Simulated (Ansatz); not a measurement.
# Si3BCl9: small, medium and large basis sets

An exercise on one series of results from a longer session: the logs are not shown, and one member is left open.

The runs use Ansatz 0.2.0, Gaussian basis; one geometry, several basis sets.

Levels to be run: PBE0-D4/def2-SVP; ωB97M-V/def2-SVP; PBE0-D4/def2-QZVPP; ωB97M-V/def2-QZVPP; the functionals' def2-TZVPP values are taken from earlier runs.

## The relaxed structure

An earlier PBE0-D4 in a triple-zeta def2 set relaxation fixed the geometry.

SMILES `Cl[Si](Cl)(Cl)B([Si](Cl)(Cl)Cl)[Si](Cl)(Cl)Cl`, 13 atoms, charge 0, spin multiplicity 1.

Atoms are counted from 1 here; the program's logs count them from 0.

Bond lengths: Cl1–Si2 2.038 Å, Si2–Cl3 2.038 Å, Si2–Cl4 2.032 Å, Si2–B5 1.995 Å, B5–Si6 1.995 Å, B5–Si10 1.995 Å, Si6–Cl7 2.039 Å, Si6–Cl8 2.038 Å, Si6–Cl9 2.032 Å, Si10–Cl11 2.032 Å, Si10–Cl12 2.038 Å, Si10–Cl13 2.038 Å. Angles: Cl1–Si2–Cl3 111.1°, Cl1–Si2–Cl4 108.1°, Cl1–Si2–B5 106.4°, Cl3–Si2–Cl4 108.1°, Cl3–Si2–B5 106.8°, Cl4–Si2–B5 116.3°, Si2–B5–Si6 120.0°, Si2–B5–Si10 120.0°, Si6–B5–Si10 120.0°, B5–Si6–Cl7 106.3°, B5–Si6–Cl8 106.9°, B5–Si6–Cl9 116.3°, Cl7–Si6–Cl8 111.1°, Cl7–Si6–Cl9 108.1°, Cl8–Si6–Cl9 108.0°, B5–Si10–Cl11 116.4°, B5–Si10–Cl12 106.6°, B5–Si10–Cl13 106.6° and more.

The first run:

in.yaml reads:

```yaml
crystal:
  periodic: [false, false, false]
  atoms:
    - {symbol: Cl, position_ang: [-3.097358, -0.859587, 0.325644]}
    - {symbol: Si, position_ang: [-1.530600, -0.824409, -0.977910]}
    - {symbol: Cl, position_ang: [-0.958897, -2.713047, -1.487404]}
    - {symbol: Cl, position_ang: [-2.136463, 0.128737, -2.667625]}
    - {symbol: B, position_ang: [0.000080, -0.001601, 0.002435]}
    - {symbol: Si, position_ang: [0.690903, -0.852851, 1.669489]}
    - {symbol: Cl, position_ang: [2.644101, -1.313191, 1.310633]}
    - {symbol: Cl, position_ang: [0.525520, 0.531924, 3.155448]}
    - {symbol: Cl, position_ang: [-0.256274, -2.545121, 2.277533]}
    - {symbol: Si, position_ang: [0.843412, 1.670040, -0.687157]}
    - {symbol: Cl, position_ang: [2.392873, 2.412999, 0.398146]}
    - {symbol: Cl, position_ang: [1.527963, 1.248621, -2.560147]}
    - {symbol: Cl, position_ang: [-0.624760, 3.082685, -0.744084]}
basis:
  gaussian: {orbitals: def2-SVP}
hamiltonian: {xc: pbe0, dispersion: d4}
output: {orbitals: {seedname: orbitals}}
```

The run is started by

```sh
$ ansatz run in.yaml --threads 4 --pin off --events-out ev --progress --plain --max-ram 63488MiB --backend cpu
```

Steps of the session up to this table: PBE0-D4 in def2-SVP; ωB97M-V in def2-SVP; PBE0-D4 in def2-QZVPP; ωB97M-V in def2-QZVPP.

One of the session's tables, all rows but one given; the rest of the session is left out.

It belongs to the step «Functionals by basis». 

```
functional       basis  HOMO (eV)  LUMO (eV)
   PBE0-D4    def2-SVP      -8.79      -4.35
   PBE0-D4  def2-TZVPP      -8.81      -4.35
   PBE0-D4  def2-QZVPP          ?          ?
   ωB97M-V    def2-SVP     -10.80      -2.35
   ωB97M-V  def2-TZVPP     -10.87      -2.38
   ωB97M-V  def2-QZVPP     -10.91      -2.43
```

**Question.** Estimate the row for PBE0-D4, def2-QZVPP.

As computed: HOMO (eV): -8.85; LUMO (eV): -4.38. In the column «HOMO (eV)» it lies between ωB97M-V, def2-SVP (-10.80) and PBE0-D4, def2-TZVPP (-8.81).
